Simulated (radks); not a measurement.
# Taking charge from the 4d level of La³⁺ in fractions

What happens to E and to the 4d eigenvalue of La³⁺ when a fraction of an electron is removed? The exact functional would give straight lines between whole numbers for a frontier level.

Method: scalar-relativistic Kohn-Sham, SCAN, spin-polarised, spherical densities, finite nucleus. Code: radks (a radial shooting solver on a logarithmic mesh, Libxc functionals) version 1.

**1. Starting point**

| Property | Result |
| --- | --- |
| element | lanthanum (Z = 57) |
| charge | +3 |
| electrons | 54 |
| configuration | [Kr] 4d(up 5, down 5) 5s2 5p6 |
| nuclear rms radius | 4.855 fm |

A shell typed twice in an input gives spin up, then spin down.

**2. Start: [Kr] 4d(up 5, down 5) 5s2 5p6**

Input:

```text
Z 57
configuration [Kr] 4d5 4d5 5s2 5p6
relativity scalar-relativistic
functional scan,scan
spin polarised
nucleus finite rms 4.855 fm
c 137.035999084
```

**3. 0.1 electron removed from 4d**

Input:

```text
Z 57
configuration [Kr] 4d5 4d4.9 5s2 5p6
relativity scalar-relativistic
functional scan,scan
spin polarised
nucleus finite rms 4.855 fm
c 137.035999084
```

**4. 0.2 electron removed from 4d**

Input:

```text
Z 57
configuration [Kr] 4d5 4d4.8 5s2 5p6
relativity scalar-relativistic
functional scan,scan
spin polarised
nucleus finite rms 4.855 fm
c 137.035999084
```

**5. 0.3 electron removed from 4d**

Input:

```text
Z 57
configuration [Kr] 4d5 4d4.7 5s2 5p6
relativity scalar-relativistic
functional scan,scan
spin polarised
nucleus finite rms 4.855 fm
c 137.035999084
```

**6. 0.4 electron removed from 4d**

Input:

```text
Z 57
configuration [Kr] 4d5 4d4.6 5s2 5p6
relativity scalar-relativistic
functional scan,scan
spin polarised
nucleus finite rms 4.855 fm
c 137.035999084
```

**7. 0.5 electron removed from 4d**

Input:

```text
Z 57
configuration [Kr] 4d5 4d4.5 5s2 5p6
relativity scalar-relativistic
functional scan,scan
spin polarised
nucleus finite rms 4.855 fm
c 137.035999084
```

**8. 0.6 electron removed from 4d**

Input:

```text
Z 57
configuration [Kr] 4d5 4d4.4 5s2 5p6
relativity scalar-relativistic
functional scan,scan
spin polarised
nucleus finite rms 4.855 fm
c 137.035999084
```

**9. 0.7 electron removed from 4d**

Input:

```text
Z 57
configuration [Kr] 4d5 4d4.3 5s2 5p6
relativity scalar-relativistic
functional scan,scan
spin polarised
nucleus finite rms 4.855 fm
c 137.035999084
```

**10. 0.8 electron removed from 4d**

Input:

```text
Z 57
configuration [Kr] 4d5 4d4.2 5s2 5p6
relativity scalar-relativistic
functional scan,scan
spin polarised
nucleus finite rms 4.855 fm
c 137.035999084
```

**11. 0.9 electron removed from 4d**

Input:

```text
Z 57
configuration [Kr] 4d5 4d4.1 5s2 5p6
relativity scalar-relativistic
functional scan,scan
spin polarised
nucleus finite rms 4.855 fm
c 137.035999084
```

**12. 1 electron removed from 4d**

Input:

```text
Z 57
configuration [Kr] 4d5 4d4 5s2 5p6
relativity scalar-relativistic
functional scan,scan
spin polarised
nucleus finite rms 4.855 fm
c 137.035999084
```

What does the calculation give? Wanted: for each run, removed; E − E(0); eigenvalue; E minus straight line.

**Answer**, as computed:

| removed (e) | E − E(0) (eV) | eigenvalue (eV) | E minus straight line (eV) |
| --- | --- | --- | --- |
| 0 | 0.000 | -128.71 | 0.000 |
| 0.1 | 12.963 | -130.85 | -0.985 |
| 0.2 | 26.154 | -133.00 | -1.743 |
| 0.3 | 39.554 | -135.16 | -2.292 |
| 0.4 | 53.167 | -137.33 | -2.627 |
| 0.5 | 66.996 | -139.51 | -2.747 |
| 0.6 | 81.061 | -141.70 | -2.631 |
| 0.7 | 95.328 | -143.90 | -2.312 |
| 0.8 | 109.83 | -146.12 | -1.755 |
| 0.9 | 124.55 | -148.34 | -0.986 |
| 1 | 139.49 | -150.57 | 0.000 |

In words: Removing the whole electron costs 139.49 eV, against 128.71 eV from minus the starting eigenvalue. Slater's transition state, half an electron removed, gives 139.51 eV. The trapezoid integral of minus the eigenvalue gives 139.56 eV over the range, against 139.49 eV from the energies (Janak's theorem; approximate here, since the scalar-relativistic density holds large components alone). The eigenvalue moves by 21.9 eV per electron. E bends below the straight line by 2.75 eV at 0.5 electron removed.
